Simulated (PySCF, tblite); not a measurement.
**C2H8AsOSi2 radical: geometry, infrared bands and EPR parameters**

What infrared bands and EPR parameters should C2H8AsOSi2 radical (`C=C[Si]([AsH2])O[SiH3]`) show?

Computed with tblite 0.8.0 and PySCF 2.14.0, with density-fitted response routines of our own, on a single molecule in the gas phase. Atoms count from 0, in the outputs and in this text.

## (1) The molecule as given

14 atoms, charge 0, multiplicity 2; geometry from: force field or distance geometry start.

Bonds of the start (Å): C0–C1 1.35, C1–Si2 1.83, Si2–As3 2.27, Si2–O4 1.72, O4–Si5 1.72, C0–H6 1.09, C0–H7 1.08, C1–H8 1.09, As3–H9 1.55, As3–H10 1.52, Si5–H11 1.45, Si5–H12 1.48, Si5–H13 1.46.

## (2) Relaxing the molecule with GFN2-xTB

What the job is given:

```
{"job": {"kind": "relax", "xc": "GFN2-xTB", "basis": "xTB"}, "charge": 0, "multiplicity": 2}
C      2.552200    -0.177100     0.674900
C      2.008800    -0.651700    -0.469900
Si     0.220200    -0.371800    -0.763000
As    -0.267300     1.845200    -0.620600
O     -0.702100    -1.405600     0.248200
Si    -2.324800    -0.828000     0.185200
H      3.618300    -0.375700     0.793600
H      1.980300     0.368500     1.408300
H      2.642800    -1.199100    -1.164800
H     -0.208100     2.467600     0.795900
H     -1.292200     2.407200    -1.592300
H     -2.643200    -0.463600    -1.186600
H     -2.376100     0.311900     1.125100
H     -3.209300    -1.928200     0.543800
```

Command:

```console
$ OMP_NUM_THREADS=1 python probes_run.py task.json out
```

The driver reads the jobs from task.json and runs them one after another.

The log of the run:

```text
step      E/eV     max force
  0    -494.86684    3.087
  1    -495.23556    2.914
  2    -495.69331    2.718
  3    -496.01962    2.193
  4    -496.34658    1.133
  5    -496.42401    0.993
  6    -496.56959    0.922
  7    -496.62687    0.823
  8    -496.67624    0.518
  9    -496.70694    0.457
 10    -496.74370    0.663
 11    -496.78114    0.780
 12    -496.81875    0.643
 13    -496.85394    0.705
 14    -496.89252    0.702
 15    -496.93768    0.753
 16    -496.96923    0.524
 17    -496.98506    0.256
 18    -496.99425    0.239
 19    -497.00200    0.276
 20    -497.01360    0.281
 21    -497.02258    0.202
 22    -497.02831    0.174
 23    -497.03331    0.206
 24    -497.03791    0.173
 25    -497.04137    0.172
 26    -497.04457    0.140
 27    -497.04767    0.178
 28    -497.05104    0.193
 29    -497.05487    0.170
 30    -497.05916    0.209
 31    -497.06391    0.192
 32    -497.06937    0.229
 33    -497.07544    0.203
 34    -497.08231    0.228
 35    -497.09120    0.261
 36    -497.10155    0.254
 37    -497.10980    0.239
 38    -497.11448    0.269
 39    -497.11595    0.374
 40    -497.12461    0.197
 41    -497.12879    0.151
 42    -497.13360    0.186
 43    -497.13684    0.216
 44    -497.14069    0.174
 45    -497.14431    0.131
 46    -497.14781    0.139
 47    -497.15123    0.160
 48    -497.15471    0.155
 49    -497.15804    0.265
 50    -497.16099    0.225
 51    -497.16393    0.126
 52    -497.16609    0.095
 53    -497.16856    0.113
 54    -497.17255    0.176
 55    -497.17722    0.198
 56    -497.18215    0.171
 57    -497.18534    0.140
 58    -497.18463    0.223
 59    -497.18778    0.106
 60    -497.18880    0.104
 61    -497.19174    0.125
 62    -497.19342    0.133
 63    -497.19589    0.135
 64    -497.19824    0.116
 65    -497.19926    0.069
 66    -497.19979    0.072
 67    -497.20054    0.074
 68    -497.20115    0.072
 69    -497.20179    0.083
 70    -497.20245    0.065
 71    -497.20320    0.075
 72    -497.20406    0.071
 73    -497.20514    0.087
 74    -497.20660    0.107
 75    -497.20886    0.127
 76    -497.21250    0.190
 77    -497.21681    0.191
 78    -497.21756    0.344
 79    -497.21881    0.284
 80    -497.22361    0.098
 81    -497.22501    0.109
 82    -497.22703    0.105
 83    -497.22849    0.107
 84    -497.22992    0.093
 85    -497.23091    0.087
 86    -497.23181    0.106
 87    -497.23296    0.102
 88    -497.23432    0.120
 89    -497.23546    0.086
 90    -497.23623    0.084
 91    -497.23664    0.146
 92    -497.23760    0.080
 93    -497.23877    0.094
 94    -497.24028    0.101
 95    -497.24128    0.152
 96    -497.24212    0.072
 97    -497.24273    0.052
 98    -497.24298    0.052
 99    -497.24332    0.058
100    -497.24413    0.076
101    -497.24474    0.089
102    -497.24514    0.077
103    -497.24561    0.067
104    -497.24606    0.075
105    -497.24661    0.045
106    -497.24721    0.057
107    -497.24774    0.066
108    -497.24825    0.066
109    -497.24866    0.096
110    -497.24900    0.062
111    -497.24945    0.076
112    -497.24983    0.061
113    -497.25012    0.034
114    -497.25039    0.050
115    -497.25077    0.049
116    -497.25130    0.050
117    -497.25187    0.050
118    -497.25226    0.038
119    -497.25251    0.047
120    -497.25273    0.037
121    -497.25305    0.048
122    -497.25350    0.051
123    -497.25400    0.056
124    -497.25439    0.048
125    -497.25462    0.033
126    -497.25479    0.031
127    -497.25500    0.061
128    -497.25533    0.078
129    -497.25610    0.081
130    -497.25679    0.061
131    -497.25733    0.062
132    -497.25805    0.102
133    -497.25817    0.200
134    -497.25978    0.144
135    -497.26078    0.110
136    -497.26224    0.111
137    -497.26352    0.105
138    -497.26472    0.216
139    -497.26765    0.147
140    -497.27156    0.110
141    -497.27413    0.109
142    -497.27487    0.091
143    -497.27592    0.107
144    -497.27723    0.117
145    -497.27801    0.141
146    -497.27878    0.086
147    -497.28000    0.132
148    -497.28219    0.130
149    -497.28494    0.157
150    -497.28743    0.107
151    -497.28852    0.188
152    -497.29034    0.069
153    -497.29100    0.066
154    -497.29231    0.093
155    -497.29314    0.074
156    -497.29444    0.096
157    -497.29560    0.103
158    -497.29455    0.241
159    -497.29726    0.076
160    -497.29844    0.070
161    -497.30094    0.323
162    -497.30465    0.122
163    -497.30685    0.118
164    -497.30522    0.427
165    -497.31176    0.096
166    -497.31356    0.079
167    -497.31674    0.217
168    -497.31828    0.093
169    -497.31934    0.074
170    -497.32130    0.055
171    -497.32208    0.094
172    -497.32309    0.090
173    -497.32457    0.089
174    -497.32561    0.060
175    -497.32613    0.165
176    -497.32756    0.066
177    -497.32826    0.054
178    -497.32887    0.090
179    -497.32928    0.037
180    -497.32948    0.031
181    -497.32975    0.039
182    -497.32989    0.026
183    -497.33009    0.033
184    -497.33031    0.034
185    -497.33048    0.037
186    -497.33060    0.029
187    -497.33069    0.025
188    -497.33074    0.025
189    -497.33082    0.020
190    -497.33096    0.018
191    -497.33114    0.025
192    -497.33135    0.036
193    -497.33152    0.030
194    -497.33163    0.021
195    -497.33170    0.014
196    -497.33175    0.012
197    -497.33181    0.012
198    -497.33186    0.015
199    -497.33191    0.014
200    -497.33198    0.021
201    -497.33208    0.026
202    -497.33224    0.029
203    -497.33242    0.025
204    -497.33255    0.015
205    -497.33261    0.010
```

It took 1.7 s on 1 thread of Arm Neoverse V1, shared host.

Step by step: (not every step is listed)

| step | energy from step 0 (eV) | largest force (eV/Å) |
| --- | --- | --- |
| 0 | 0.0000 | 3.0873 |
| 1 | -0.3687 | 2.9145 |
| 2 | -0.8265 | 2.7178 |
| 3 | -1.1528 | 2.1926 |
| 4 | -1.4797 | 1.1331 |
| 5 | -1.5572 | 0.9930 |
| 6 | -1.7027 | 0.9218 |
| 7 | -1.7600 | 0.8231 |
| 8 | -1.8094 | 0.5182 |
| 27 | -2.1808 | 0.1785 |
| 46 | -2.2810 | 0.1386 |
| 65 | -2.3324 | 0.0693 |
| 84 | -2.3631 | 0.0929 |
| 103 | -2.3788 | 0.0667 |
| 122 | -2.3867 | 0.0510 |
| 141 | -2.4073 | 0.1092 |
| 160 | -2.4316 | 0.0696 |
| 179 | -2.4624 | 0.0371 |
| 198 | -2.4650 | 0.0146 |
| 200 | -2.4651 | 0.0211 |
| 201 | -2.4652 | 0.0262 |
| 202 | -2.4654 | 0.0288 |
| 203 | -2.4656 | 0.0249 |
| 204 | -2.4657 | 0.0148 |
| 205 | -2.4658 | 0.0097 |

Close pairs (by a distance rule), those that changed most:

| bond | before (Å) | after (Å) | change (Å) |
| --- | --- | --- | --- |
| O4–Si5 | 1.724 | 1.613 | -0.111 |
| Si2–As3 | 2.274 | 2.357 | +0.083 |
| Si2–O4 | 1.715 | 1.644 | -0.071 |
| C1–Si2 | 1.834 | 1.885 | +0.051 |
| As3–H9 | 1.548 | 1.501 | -0.047 |
| C0–C1 | 1.353 | 1.328 | -0.025 |
| As3–H10 | 1.520 | 1.506 | -0.014 |
| C0–H6 | 1.091 | 1.079 | -0.012 |

The end geometry stands in the next job.

## (3) Infrared spectrum with GFN2-xTB

What the job is given:

```
{"job": {"kind": "ir", "xc": "GFN2-xTB", "basis": "xTB"}, "charge": 0, "multiplicity": 2}
C      2.814070    -0.000414     0.295627
C      1.739213    -0.715760    -0.014218
Si     0.203154     0.085400    -0.757872
As    -0.191616     2.220845     0.159184
O     -1.033567    -0.915759    -0.343134
Si    -2.525358    -1.170906     0.213299
H      3.723190    -0.434756     0.681998
H      2.817652     1.077085     0.179758
H      1.770608    -1.792735     0.098355
H     -1.327252     2.486849    -0.785499
H      0.746812     2.867621    -0.824924
H     -3.460972    -0.751149    -0.831739
H     -2.706518    -0.354047     1.419557
H     -2.570095    -2.602748     0.487441
```

The log of the run:

```text
mode    cm-1     km/mol
  1      12.8      0.23
  2      36.6      0.67
  3      46.1      0.31
  4      68.3      0.72
  5     100.8      0.53
  6     102.3      0.55
  7     163.5      5.63
  8     169.2      4.20
  9     307.8      4.36
 10     325.5      1.26
 11     483.2     31.47
 12     573.5     23.13
 13     600.8     71.99
 14     620.3    115.93
 15     639.0     16.74
 16     668.8     19.83
 17     699.2     15.71
 18     762.6    187.35
 19     787.8    220.46
 20     821.1    463.50
 21     886.3     10.48
 22     983.6     16.98
 23    1002.6      7.65
 24    1012.2    154.36
 25    1051.6    671.54
 26    1237.1      9.48
 27    1405.1      4.88
 28    1613.9     24.05
 29    1889.4    723.48
 30    1919.6    525.06
 31    2199.8    315.83
 32    2243.2    257.15
 33    2293.3    265.58
 34    3020.7     22.46
 35    3028.1     53.64
 36    3079.9     40.94
```

It took 0.56 s on 1 thread of Arm Neoverse V1, shared host.

The strongest bands and the atoms that carry them (share of the mass-weighted mode):

| cm⁻¹ | km/mol | atoms |
| --- | --- | --- |
| 788 | 220.5 | H12 48 %, H11 39 % |
| 821 | 463.5 | H11 30 %, H12 29 %, H13 24 %, Si5 14 % |
| 1052 | 671.5 | O4 77 %, Si5 12 % |
| 1889 | 723.5 | H10 97 % |
| 1920 | 525.1 | H9 97 % |
| 2200 | 315.8 | H12 92 % |
| 2243 | 257.1 | H11 92 % |
| 2293 | 265.6 | H13 96 % |

## (4) g tensor and hyperfine couplings: B3LYP/def2-TZVP-core+pcH-1

Same as in step 3 but for these lines:

```diff
@@ -1,2 +1,2 @@
-{"job": {"kind": "ir", "xc": "GFN2-xTB", "basis": "xTB"}, "charge": 0, "multiplicity": 2}
+{"job": {"kind": "epr", "basis": "pcH-1"}, "charge": 0, "multiplicity": 2}
 C      2.814070    -0.000414     0.295627
```

With the program's defaults for keys left out, this is: UKS B3LYP, def2-TZVP-core on As, pcH-1 on C H O Si, non-relativistic, mean-field spin-orbit, GIAO.

The log of the run:

```text
UKS, coarse grid
  cycle   1  E = -2971.04083477  |g| = 1.49e+00
  cycle   2  E = -2970.57404788  |g| = 1.38e+00
  cycle   3  E = -2971.04045807  |g| = 7.28e-01
  cycle   4  E = -2971.21898856  |g| = 1.26e-01
  cycle   5  E = -2971.22186662  |g| = 6.80e-02
  cycle   6  E = -2971.22399618  |g| = 2.18e-02
  cycle   7  E = -2971.22420531  |g| = 6.39e-03
  cycle   8  E = -2971.22422596  |g| = 1.73e-03
  cycle   9  E = -2971.22422865  |g| = 5.61e-04
UKS, final grid
  cycle   1  E = -2971.22430254  |g| = 5.53e-04
  cycle   2  E = -2971.22430236  |g| = 8.89e-04
  cycle   3  E = -2971.22430271  |g| = 1.40e-04
  cycle   4  E = -2971.22430272  |g| = 5.39e-05
  cycle   5  E = -2971.22430273  |g| = 3.52e-05
  cycle   6  E = -2971.22430273  |g| = 1.51e-05
E = -2971.22430273 Eh   <S^2> = 0.7543 (exact 0.7500)
g shifts (ppm)      1          2          3
  rmc          -173       -173       -173
  gc             40         34         93
  oz_so       -7664       -479       2991
  total       -7797       -617       2912
hyperfine (MHz)  atom isotope    a_iso     a_fc   dipolar eigenvalues
    0   13C      11.68      11.70    -10.09     -9.22     19.31
    1   13C      45.08      45.07    -11.89     -1.64     13.53
    2  29Si    -592.19    -592.61   -133.63     65.07     68.55
    3  75As     -50.20     -43.54    -57.66    -53.56    111.22
    4   17O     -33.63     -33.46    -22.30     10.56     11.74
    5  29Si      -2.98      -2.99     -2.22      1.01      1.21
    6    1H      -0.05      -0.06     -5.37     -1.06      6.43
    7    1H      -4.27      -4.27     -2.44     -1.29      3.73
    8    1H       2.08       2.09     -3.89     -0.29      4.18
    9    1H       8.30       8.27     -3.75     -0.49      4.24
   10    1H      11.76      11.73     -3.67     -0.69      4.36
   11    1H       2.23       2.23     -1.20     -1.06      2.26
   12    1H       4.13       4.13     -1.21     -0.73      1.94
   13    1H       0.50       0.50     -1.03     -0.97      2.00
```

Run time: 4.3 min. Hardware: 1 thread of Arm Neoverse V1, shared host; peak memory 1.3 GiB.

Principal g values 1.99452, 2.00170, 2.00523; g(iso) = 2.00049, against 2.00232 for a free electron.

Mean a(iso) over the nuclei that a row names, and the largest dipolar term of the row (other rows stand at the frozen geometry):

| nuclei | isotope | a(iso) (MHz) | a(iso) (G, at g = 2.0023) | largest dipolar term (MHz) |
| --- | --- | --- | --- | --- |
| Si2 | 29Si | -592.2 | -211.3 | -133.6 |
| As3 | 75As | -50.2 | -17.9 | 111.2 |
| C1 | 13C | 45.1 | 16.1 | 13.5 |
| O4 | 17O | -33.6 | -12.0 | -22.3 |
| C0 | 13C | 11.7 | 4.2 | 19.3 |
| H9, H10 | 1H | 10.0 | 3.6 | 4.4 |
| H7 | 1H | -4.3 | -1.5 | 3.7 |
| Si5 | 29Si | -3.0 | -1.1 | -2.2 |
| H11, H12, H13 | 1H | 2.3 | 0.8 | 2.3 |
| H8 | 1H | 2.1 | 0.7 | 4.2 |
| H6 | 1H | -0.1 | 0.0 | 6.4 |

Mulliken spin populations:

C0 0.12; C1 -0.03; Si2 0.73; As3 0.13; O4 0.04; Si5 0.00; H6 0.00; H7 0.00; H8 0.00; H9 0.00; H10 0.00; H11 0.00; H12 0.00; H13 0.00

In first order the couplings over 0.8 MHz of 75As, 1H give 192 distinct lines over 65.6 G, if the averaged nuclei exchange fast.

The fields below are evaluated on a grid from the run's orbitals.

ELF in a plane through or near 6 of the atoms.

Ten even steps from ' ' (0.00) to '@' (1.00):
```
                                                        
                                                        
                  ..::..    ..--==..                    
                ++@@@@##::..##@@@@%%::                  
              ::%%@@@@@@**--@@@@@@@@++                  
              ..%%@@@@@@**==%%@@@@@@--                  
                ..##%%##==--++####--                    
            ..      ..==**##**--        --##%%##..      
          ++%%%%--    ==++::==--..    ::@@@@@@@@##      
          ==%%%%**  ..--::##..==****----@@@@@@@@%%::    
          ::++****++++@@::::..%%++%%++  ::@@@@@@==      
        ::++****%%%%..##%%----%%**%%==    --==::        
        **####++++**==##++    **##==::++%%%%**::        
        ==++--..  **@@@@@@..  ..::  ..@@@@@@@@##        
                  **@@@@@@==        --@@@@@@@@##        
                  --@@@@%%..        ==@@@@@@%%--        
                      ..              ..::..            
                                                        
                                                        
                                                        
```
The map spans 12.3 Å across and 10.9 Å up, centred on the molecule. Atoms in the plane (x, y in Å): C1 (-1.5, -1.1), Si2 (-0.2, 0.2), O4 (1.2, -0.6), H8 (-1.3, -2.1), H9 (0.7, 2.8), H10 (-1.4, 2.7).

log10 of the density (e/Å³) in the same plane.

Ten even steps from '0' (-4.0) to '9' (1.4):
```
0000000000000000000000000000
0000000001111221110000000000
0000000122333333321000000000
0000001234454455532100000000
0000001245666667643210000000
0000001345776667643211000000
0000012345666666543222221000
0000123334566665533344432100
0001345554466766544556553210
0002345665567976766667754210
0012456776777777987777653210
0012456777877667887666543210
0012456667776556666666542100
0012344556776444445666542100
0001233345665422234455432100
0000111233444321123344321000
0000000012222100011222210000
0000000000000000000011000000
0000000000000000000000000000
0000000000000000000000000000
```
The map spans 12.3 Å across and 10.9 Å up, centred on the molecule. Atoms in the plane (x, y in Å): C1 (-1.5, -1.1), Si2 (-0.2, 0.2), O4 (1.2, -0.6), H8 (-1.3, -2.1), H9 (0.7, 2.8), H10 (-1.4, 2.7).

On the surface of density 0.002 e/bohr³ the electrostatic potential runs, from the 1st to the 99th percentile, from -0.56 V near O4 to 1.28 V near H12.

The spin density lies nearest to Si2 58 %; As3 14 %; C0 8 %; O4 7 %.

## (5) Outcome

```
                                 quantity                    value
strongest single infrared mode (GFN2-xTB)    1889 cm⁻¹, 723 km/mol
             zero-point energy (GFN2-xTB)            52.7 kcal/mol
                           g(iso) (B3LYP)                  2.00049
                                     ⟨S²⟩       0.754 (exact 0.75)
       largest a(iso) (averaged by class)  29Si on Si2, -592.2 MHz
    surface potential, 1st and 99th percentile       -0.56 V and 1.28 V
```

Relaxing lowered the energy by 2.466 eV in 205 steps; the close pair that moved most is O4–Si5, from 1.724 to 1.613 Å. No mode is imaginary among the 36: a minimum at this level. The strongest single mode, at 1889 cm⁻¹, moves mainly H10. Unscaled tight-binding wavenumbers are off by several per cent, some by more. Its intensities can rank the bands wrongly. Most of the unpaired spin sits on Si2 (0.73 e). The isotropic g lies 1.8 ppt below the free-electron value. The hyperfine terms hold no scalar relativity, which the heavier nuclei need.
